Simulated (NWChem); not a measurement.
# C2H7NSi (SMILES C=C[SiH2]N): levels of theory compared

Wanted: a comparison of 3 runs (HF/def2-SVP, PBE0/def2-SVP, SVWN5/def2-SVP) of C2H7NSi. 

The calculation is run with NWChem 7.3.0.

**1. The system as given**

C2H7NSi: 11 atoms, total charge 0, spin state singlet. As SMILES, `C=C[SiH2]N`. Geometry: relaxed at PBE0-D4/def2-TZVP. This is one conformer, not always the lowest.

Bond lengths: C1–C2 1.330 Å, C2–Si3 1.865 Å, Si3–N4 1.715 Å, C1–H5 1.087 Å, C1–H6 1.087 Å, C2–H7 1.091 Å, Si3–H8 1.488 Å, Si3–H9 1.488 Å, N4–H10 1.006 Å, N4–H11 1.006 Å. Some angles: C1–C2–Si3 123.1°, C2–Si3–N4 114.9°, C1–C2–H7 118.1°, Si3–C2–H7 118.8°, C2–C1–H5 122.6°, C2–C1–H6 121.2°, C2–Si3–H8 108.4°, C2–Si3–H9 108.4°, N4–Si3–H8 107.9°, N4–Si3–H9 108.0°.

**2. Energy and forces at HF/def2-SVP (run 1)**

mymol.nw reads:

```
start mymol
memory total 2200 mb
charge 0

geometry noautosym nocenter noautoz
C     -0.676100     1.337000    -0.945000
C      0.089300     1.208600     0.135100
Si     0.596500    -0.444500     0.832600
N      0.002900    -1.803700    -0.028600
H     -0.967100     2.304600    -1.344700
H     -1.046800     0.465600    -1.479100
H      0.433000     2.116700     0.631600
H      0.099500    -0.536600     2.232600
H      2.083200    -0.516700     0.836000
H      0.404900    -2.086000    -0.906300
H     -0.953800    -2.102100     0.056300
end

basis spherical bse
C library def2-SVP
Si library def2-SVP
N library def2-SVP
H library def2-SVP
end

scf
thresh 1e-08
maxiter 80
noprint "final vectors analysis"
end

task scf gradient
```

Started as:

```sh
nwchem mymol.nw > mymol.out
```

What it wrote:

```text
[...]
  functions       =    95
[...]
  wavefunction    = RHF
[...]
         Total SCF energy =   -423.006841247911
      One-electron energy =   -898.038221456872
      Two-electron energy =    315.738140801283
 Nuclear repulsion energy =    159.293239407678
        Time for solution =      8.1s
[...]
                         RHF ENERGY GRADIENTS
    atom               coordinates                        gradient
                 x          y          z           x          y          z
   1 C      -1.277644   2.526564  -1.785791   -0.001453  -0.000136  -0.002059
   2 C       0.168753   2.283923   0.255302    0.003915  -0.006119   0.005451
   3 Si      1.127222  -0.839983   1.573386   -0.006016   0.002958  -0.008491
   4 N       0.005480  -3.408499  -0.054046    0.004817   0.005367   0.006959
   5 H      -1.827554   4.355063  -2.541115   -0.000171   0.001017  -0.000227
   6 H      -1.978165   0.879856  -2.795094   -0.000161  -0.001873  -0.000239
   7 H       0.818251   3.999983   1.193551    0.000684   0.000650   0.000976
   8 H       0.188028  -1.014027   4.219002   -0.000925  -0.000326   0.001383
   9 H       3.936677  -0.976421   1.579811    0.001617  -0.000306  -0.000400
  10 H       0.765150  -3.941968  -1.712659    0.002420  -0.000581  -0.004228
  11 H      -1.802421  -3.972393   0.106392   -0.004726  -0.000652   0.000876
[...]
```

It took 11 s on 1 thread of Intel Xeon 6975P-C (Granite Rapids), shared host; peak memory 0.099 GiB.

**3. Energy and forces at PBE0/def2-SVP (run 2)**

c2h7nsi.nw reads:

```
start c2h7nsi
memory 2200 mb
charge 0

geometry units angstrom noautosym nocenter noautoz
 C       -0.676100       1.337000      -0.945000
 C        0.089300       1.208600       0.135100
 Si       0.596500      -0.444500       0.832600
 N        0.002900      -1.803700      -0.028600
 H       -0.967100       2.304600      -1.344700
 H       -1.046800       0.465600      -1.479100
 H        0.433000       2.116700       0.631600
 H        0.099500      -0.536600       2.232600
 H        2.083200      -0.516700       0.836000
 H        0.404900      -2.086000      -0.906300
 H       -0.953800      -2.102100       0.056300
end

basis spherical bse
 * library def2-SVP
end

dft
 xc pbe0
 grid fine
 convergence energy 1e-08
 iterations 100
 mulliken
 noprint "final vectors analysis"
end

task dft gradient
```

Started as:

```sh
nwchem c2h7nsi.nw > c2h7nsi.out
```

What it wrote:

```text
[...]
          Wavefunction type:  closed shell.
          No. of atoms     :    11
          No. of electrons :    40
[...]
          Charge           :     0
          Spin multiplicity:     1
[...]
          AO basis - number of functions:    95
[...]
              XC Information
              --------------
                         PBE0 Method XC Functional
                     Hartree-Fock (Exact) Exchange  0.250
          PerdewBurkeErnzerhof Exchange Functional  0.750
            Perdew 1991 LDA Correlation Functional  1.000 local
           PerdewBurkeErnz. Correlation Functional  1.000 non-local
[...]
 d= 0,ls=0.0,diis     1   -424.1431735911 -5.83D+02  7.87D-03  3.67D-01     1.9
[...]
 d= 0,ls=0.0,diis    10   -424.1861943198 -2.02D-09  1.89D-07  4.72D-10    15.0
         Total DFT energy =     -424.186194319793
      One electron energy =     -898.597389058511
           Coulomb energy =      356.126471976553
    Exchange-Corr. energy =      -41.008516645513
 Nuclear repulsion energy =      159.293239407678
[...]
  wavefunction    = closed shell
                         DFT ENERGY GRADIENTS
    atom               coordinates                        gradient
                 x          y          z           x          y          z
   1 C      -1.277644   2.526564  -1.785791    0.001673  -0.000648   0.002354
   2 C       0.168753   2.283923   0.255302   -0.002351   0.001737  -0.003317
   3 Si      1.127222  -0.839983   1.573386   -0.002136  -0.002094  -0.003046
   4 N       0.005480  -3.408499  -0.054046   -0.000490   0.002247  -0.000598
   5 H      -1.827554   4.355063  -2.541115    0.001841  -0.005935   0.002534
   6 H      -1.978165   0.879856  -2.795094    0.002192   0.005681   0.003176
   7 H       0.818251   3.999983   1.193551   -0.001942  -0.005188  -0.002804
   8 H       0.188028  -1.014027   4.219002    0.000726   0.000174  -0.003001
   9 H       3.936677  -0.976421   1.579811   -0.003076   0.000128  -0.000324
  10 H       0.765150  -3.941968  -1.712659   -0.002321   0.001893   0.005400
  11 H      -1.802421  -3.972393   0.106392    0.005886   0.002005  -0.000375
[...]
```

Wall time 19 s (1 thread of Intel Xeon 6975P-C (Granite Rapids), shared host); peak memory 0.12 GiB.

**4. Energy and gradient at SVWN5/def2-SVP (run 3)**

run.py reads:

```python
from ase import Atoms
from ase.calculators.nwchem import NWChem

molecule = Atoms(['C', 'C', 'Si', 'N', 'H', 'H', 'H', 'H', 'H', 'H', 'H'], positions=[
    [-0.676100, 1.337000, -0.945000],
    [0.089300, 1.208600, 0.135100],
    [0.596500, -0.444500, 0.832600],
    [0.002900, -1.803700, -0.028600],
    [-0.967100, 2.304600, -1.344700],
    [-1.046800, 0.465600, -1.479100],
    [0.433000, 2.116700, 0.631600],
    [0.099500, -0.536600, 2.232600],
    [2.083200, -0.516700, 0.836000],
    [0.404900, -2.086000, -0.906300],
    [-0.953800, -2.102100, 0.056300],
])

calc = NWChem(
    label='c2h7nsi',
    theory='dft',
    memory='2200 mb',
    basis='def2-SVP',
    basispar='spherical bse',
    dft={'xc': 'slater vwn_5', 'mult': '1', 'grid': 'fine', 'convergence': 'energy 1e-08', 'iterations': '100', 'mulliken': None},
)
molecule.calc = calc

forces = molecule.get_forces()
print("Total energy (eV):", round(molecule.get_potential_energy(), 6))
print("forces (eV/A):")
for s, f in zip(molecule.symbols, forces):
    print(f"{s:2s} {f[0]:10.5f} {f[1]:10.5f} {f[2]:10.5f}")
print("dipole (e A):", molecule.get_dipole_moment().round(4))
```

Started as:

```sh
export ASE_NWCHEM_COMMAND="nwchem PREFIX.nwi > PREFIX.nwo"
python run.py
```

What it wrote:

```text
Total energy (eV): -11485.798618
forces (eV/A):
C     0.06459    0.00303    0.09127
C     0.12490   -0.49962    0.17170
Si   -0.14049    0.20883   -0.19782
N     0.27105    0.25963    0.38438
H    -0.17982    0.61650   -0.24693
H    -0.21489   -0.64658   -0.31198
H     0.21896    0.54271    0.31568
H    -0.10511   -0.02659    0.34417
H     0.36011   -0.02139    0.01682
H     0.34206   -0.21150   -0.66643
H    -0.74135   -0.22513    0.09914
dipole (e A): [-0.1686 -0.0749 -0.2396]
```

The calculator wrote c2h7nsi.nwi:

```
title "c2h7nsi"

permanent_dir c2h7nsi

scratch_dir c2h7nsi

start c2h7nsi

geometry units angstrom nocenter noautosym noautoz
  C  -6.7610000000000003e-01 1.3370000000000000e+00 -9.4499999999999995e-01
  C  8.9300000000000004e-02 1.2085999999999999e+00 1.3510000000000000e-01
  Si 5.9650000000000003e-01 -4.4450000000000001e-01 8.3260000000000001e-01
  N  2.8999999999999998e-03 -1.8037000000000001e+00 -2.8600000000000000e-02
  H  -9.6709999999999996e-01 2.3046000000000002e+00 -1.3447000000000000e+00
  H  -1.0468000000000000e+00 4.6560000000000001e-01 -1.4791000000000001e+00
  H  4.3300000000000000e-01 2.1166999999999998e+00 6.3160000000000005e-01
  H  9.9500000000000005e-02 -5.3659999999999997e-01 2.2326000000000001e+00
  H  2.0832000000000002e+00 -5.1670000000000005e-01 8.3599999999999997e-01
  H  4.0489999999999998e-01 -2.0859999999999999e+00 -9.0629999999999999e-01
  H  -9.5379999999999998e-01 -2.1021000000000001e+00 5.6300000000000003e-02
end

memory 2200 mb

basis spherical bse noprint
   * library def2-SVP
end

dft
  xc slater vwn_5
  mult 1
  grid fine
  convergence energy 1e-08
  iterations 100
  mulliken
end

task dft gradient
```

c2h7nsi.nwo:

```text
Northwest Computational Chemistry Package (NWChem) 7.3.0
             --------------------------------------------------------

           Job information
           ---------------

    nwchem branch   = 7.3.0
    use scalapack   = T
    input           = c2h7nsi.nwi
    prefix          = c2h7nsi.
    data base       = c2h7nsi/c2h7nsi.db
    status          = startup
    nproc           =        1

           Memory information
           ------------------

    heap     =     72089596 doubles =      550.0 Mbytes
    stack    =     72089601 doubles =      550.0 Mbytes
    global   =    144179200 doubles =     1100.0 Mbytes (distinct from heap & stack)
    total    =    288358397 doubles =     2200.0 Mbytes
    verify   = yes
    hardfail = no

[... 110 lines left out ...]
  convergence criterion.
[... 37 lines left out ...]
          Spatial weights used:  Erf1
[... 98 lines left out ...]
         Total DFT energy =     -422.095317296446
[... 3 lines left out ...]
 Nuclear repulsion energy =      159.293239407678
[... 738 lines left out ...]
          Convergence on gradient requested:  5.00D-04
[... 24 lines left out ...]
          total energy or number of iterations.
[... 26 lines left out ...]
                         DFT ENERGY GRADIENTS

    atom               coordinates                        gradient
                 x          y          z           x          y          z
   1 C      -1.277644   2.526564  -1.785791   -0.001256  -0.000059  -0.001775
   2 C       0.168753   2.283923   0.255302   -0.002429   0.009716  -0.003339
   3 Si      1.127222  -0.839983   1.573386    0.002732  -0.004061   0.003847
[... 7 lines of this table left out ...]
  11 H      -1.802421  -3.972393   0.106392    0.014417   0.004378  -0.001928

                 ----------------------------------------
                 |  Time  |  1-e(secs)   |  2-e(secs)   |
                 ----------------------------------------
                 |  CPU   |       0.01   |       1.82   |
                 ----------------------------------------
                 |  WALL  |       0.01   |       1.82   |
                 ----------------------------------------

 Task  times  cpu:       11.8s     wall:       11.8s
 Total times  cpu:       11.8s     wall:       11.8s
```

Run time: 13 s. Hardware: 1 thread of Intel Xeon 6975P-C (Granite Rapids), shared host; peak memory 0.12 GiB.

**5. All runs side by side**

```tsv
run	level	iteration cap	module	energy (Eh)	dipole moment (D)	largest force (eV/Å)	wall time
1	HF/def2-SVP	80	scf	-423.006841	1.57	0.556	11 s
2	PBE0/def2-SVP	100	dft	-424.186194	1.47	0.353	19 s
3	SVWN5/def2-SVP	100	dft	-422.095317	1.45	0.781	13 s
```

**6. Results**

| quantity | value |
| --- | --- |
| run 3: total energy | -422.09532 Eh |
| run 3: dipole moment | 1.45 D |
| run 3: HOMO energy | -5.79 eV |
| run 3: LUMO energy | -1.18 eV |
| run 3: HOMO–LUMO gap | 4.60 eV |
| run 3: largest force on an atom | 0.781 eV/Å |

**Reading.** The dipole moment (its size) runs from 1.45 D (SVWN5/def2-SVP) to 1.57 D (HF/def2-SVP). Totals of different functionals can't be ranked against each other. All runs together took 43 s, the longest 19 s.
